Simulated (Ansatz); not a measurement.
# Si6Cl: the cost of one run

Program: Ansatz 0.2.0. Level of theory: DFT PBE, scalar-relativistic, plane waves, PAW. These are calculated values, not measurements.

### 1 The structure to begin with

It takes space group Pm (No. 6, monoclinic). Conventional cell: a = 5.470 Å, b = 7.735 Å, c = 21.724 Å, α = 90.00°, β = 90.00°, γ = 90.00°. Around Si (site symmetry 1) lie 3 Si at 2.34 to 2.37 Å. Si (site symmetry m) has 3 Si at 2.34 to 2.37 Å in its first shell of neighbours. Around Si (site symmetry m) lie 4 Si at 2.33 to 2.35 Å. Si (site symmetry 1) has 4 Si at 2.33 to 2.35 Å in its first shell of neighbours. Si (site symmetry 1) has 3 Si at 2.31 to 2.33 Å in its first shell of neighbours. Si (site symmetry m) has 1 Cl at 2.09 Å and 3 Si at 2.31 to 2.33 Å in its first shell of neighbours. Only part of the 11 independent sites is listed.

Coordinates:

```
CELL_PARAMETERS angstrom
7.73507 0.00000 0.00000
0.00000 5.46952 0.00000
0.00000 0.00000 21.72384
ATOMIC_POSITIONS crystal
Si 0.25000 0.00000 0.18413
Si 0.75000 0.00000 0.18413
Si 0.00000 0.25000 0.18413
Si 0.50000 0.25000 0.18413
Si 0.00000 0.50244 0.27104
Si 0.50000 0.50244 0.27104
Si 0.25000 0.74756 0.27104
Si 0.75000 0.74756 0.27104
Si 0.25000 0.00986 0.35555
Si 0.75000 0.00986 0.35555
Si 0.00000 0.24014 0.35555
Si 0.50000 0.24014 0.35555
Cl 0.00000 0.75253 0.45129
Cl 0.00000 0.26720 0.45129
```

This is the geometry at the first point of the grid.

### 2 Plan of the scan

Atoms count from 1 in the order of the input.

Cl2 lies flat over one site of a rigid substrate while its bond length and height are varied.

- distance Cl13-Cl14: 8 values from 1.900 to 3.408 Å
- height of the Cl2 axis above the plane of Si9: 8 values from 0.80 to 3.60 Å

Nothing else is relaxed. Points are written as (first, second).

### 3 Point (1.900 Å, 3.00 Å)

A dipole layer in the vacuum cancels the field that periodic copies would set up if the slab's two faces differ.

input.yaml reads:

```yaml
crystal:
  lattice:
    - [7.7350714036, 0.0, 0.0]
    - [0.0, 5.4695214425, 0.0]
    - [0.0, 0.0, 21.7238418972]
  atoms:
    - { symbol: Si, position: [0.25, 0.0, 0.1841294933] }
    - { symbol: Si, position: [0.75, 0.0, 0.1841294933] }
    - { symbol: Si, position: [0.0, 0.25, 0.1841294933] }
    - { symbol: Si, position: [0.5, 0.25, 0.1841294933] }
    - { symbol: Si, position: [0.0, 0.5024402289, 0.2710384085] }
    - { symbol: Si, position: [0.5, 0.5024402289, 0.2710384085] }
    - { symbol: Si, position: [0.25, 0.7475597711, 0.2710384085] }
    - { symbol: Si, position: [0.75, 0.7475597711, 0.2710384085] }
    - { symbol: Si, position: [0.25, 0.0098635104, 0.3555467736] }
    - { symbol: Si, position: [0.75, 0.0098635104, 0.3555467736] }
    - { symbol: Si, position: [0.0, 0.2401364896, 0.3555467736] }
    - { symbol: Si, position: [0.5, 0.2401364896, 0.3555467736] }
    - { symbol: Cl, position: [0.0, 0.836173726, 0.4936438936] }
    - { symbol: Cl, position: [0.0, 1.1835532948, 0.4936438936] }
basis:
  ecutwfc: 420
kpoints:
  mp_grid: { grid: [4, 5, 1] }
hamiltonian:
  xc: pbe
  pseudopotentials: { kind: paw, azcp: { folder: soft_1 } }
scf:
  occupations: { method: gaussian, width: 0.05 }
output:
  forces: true
  eigenvalues: true
efield:
  axis: 3
  dipole_correction: true
  ramp_width: 0.04
```

Run with:

```sh
$ ansatz run input.yaml --threads 1 --pin off --max-ram 3072MiB --backend cpu --events-out ev --progress --plain --runs-dir out
```

Q: Estimate wall time and peak memory on 1 thread of Arm Neoverse V2, shared host.

About 35 s, with a peak of 0.81 GiB.
